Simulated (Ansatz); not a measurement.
# AgRh in Ansatz: the effect of functional

AgRh:

```xyz
2
Lattice="2.7960 0.0000 0.0000 -1.3980 2.4214 0.0000 0.0000 0.0000 4.8404" Properties=species:S:1:pos:R:3 pbc="T T T"
Ag    0.0000    0.0000    2.4202
Rh    1.3980    0.8071    0.0000
```

The cell comes from a database or a generator and needn't be the stable form of this composition.

The cell isn't the ideal one: volume scaled by 1.02.

Alike in all runs:

| Item | Value |
| --- | --- |
| Program | Ansatz 0.2.0 |
| Task | single point |
| Potentials or basis | Ansatz PAW |
| k mesh | 11 × 11 × 6 |
| Occupations | fermi-dirac, width 0.05 eV |
| Spin | no spin polarisation |

```csv
functional,cutoff,pressure (GPa)
LDA,420 eV (not typed: the program's choice for these potentials),?
r2SCAN,500 eV (not typed: the program's choice for these potentials),-9.2
PBE,420 eV (not typed: the program's choice for these potentials),-5.0
```

Task: What does the run with functional LDA give?

Result: Pressure -17.9 GPa.

Caveats: the PAW data sets come from PBE, with cores solved anew for the run's functional, which leaves a small shift of forces and pressure (some runs).
